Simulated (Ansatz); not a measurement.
**Ti (Titanium): further runs on the relaxed cell**

One table from this session's results is given with a row withheld; the runs are named, their logs left out.

Method: DFT PBE, scalar-relativistic, plane waves, PAW, in Ansatz 0.2.0.

1 further run of the same task is left out (set aside as unsound or not needed).

### The system as given

The structure is hexagonal, space group P6_3/mmc (No. 194). Conventional cell: a = 2.939 Å, b = 2.939 Å, c = 4.650 Å, α = 90.00°, β = 90.00°, γ = 120.00°. Ti (site symmetry -6m2) has 12 Ti at 2.88 to 2.94 Å as nearest neighbours.

Coordinates:

```cif
data_structure
_symmetry_space_group_name_H-M 'P 1'
_symmetry_Int_Tables_number 1
_cell_length_a 2.9386
_cell_length_b 2.9386
_cell_length_c 4.6504
_cell_angle_alpha 90.000
_cell_angle_beta 90.000
_cell_angle_gamma 120.000
_cell_volume 34.78
loop_
_atom_site_label
_atom_site_type_symbol
_atom_site_fract_x
_atom_site_fract_y
_atom_site_fract_z
_atom_site_occupancy
Ti1 Ti 0.33333 0.66667 0.25000 1
Ti2 Ti 0.66667 0.33333 0.75000 1
```

This cell was relaxed beforehand with the same method: volume 17.39 Å³/atom, gap on the mesh none (metal).

The first run:

Input file input.yaml:

```yaml
crystal:
  lattice:
    - [2.9385821063, 0.0, 0.0]
    - [-1.4692910532, 2.5448867552, 0.0]
    - [0.0, 0.0, 4.6504271807]
  atoms:
    - { symbol: Ti, position: [0.3333333333, 0.6666666667, 0.25] }
    - { symbol: Ti, position: [0.6666666667, 0.3333333333, 0.75] }
basis:
  ecutwfc: 420
kpoints:
  mp_grid: { grid: [18, 18, 10] }
  band_path:
    path:
      - [[0.0, 0.0, 0.0], [0.5, 0.0, 0.0], [0.33333333, 0.33333333, 0.0], [0.0, 0.0, 0.0], [0.0, 0.0, 0.5], [0.5, 0.0, 0.5], [0.33333333, 0.33333333, 0.5], [0.0, 0.0, 0.5]]
      - [[0.5, 0.0, 0.5], [0.5, 0.0, 0.0]]
      - [[0.33333333, 0.33333333, 0.5], [0.33333333, 0.33333333, 0.0]]
    npoints: 14
hamiltonian:
  xc: pbe
scf:
  occupations: { method: gaussian, width: 0.1 }
  n_extra_bands: 6
output:
  forces: true
  stress: true
  eigenvalues: true
  populations: true
  dos: { projected: true, de: 0.02, nscf_kmesh: { grid: [27, 27, 15] } }
  bader: true
  write_density: true
  write_potential: true
  elf: true
  volumetric_format: npy
```

Run with:

```
$ ansatz run input.yaml --threads 1 --pin off --max-ram 2560MiB --backend cpu --events-out ev --progress --plain --runs-dir out
```

Among the steps run: Electronic structure at the relaxed geometry; The cell under PBEsol; Relaxing with LDA; Relaxing with PBE+D3(BJ).

One of the session's tables, all rows but one given; the rest of the session is left out.

It belongs to the step «One structure, several functionals». 

| functional | a (Å) | b (Å) | c (Å) | volume (Å³/atom) |
| --- | --- | --- | --- | --- |
| PBE | 2.939 | 2.939 | 4.650 | 17.39 |
| PBEsol | ? | ? | ? | ? |
| LDA | 2.864 | 2.864 | 4.536 | 16.11 |
| PBE+D3(BJ) | 2.887 | 2.887 | 4.574 | 16.50 |

Estimate the missing values for PBEsol.

**Answer.** a (Å): 2.900; b (Å): 2.900; c (Å): 4.591; volume (Å³/atom): 16.72. In the column «a (Å)» it lies between PBE+D3(BJ) (2.887) and PBE (2.939).
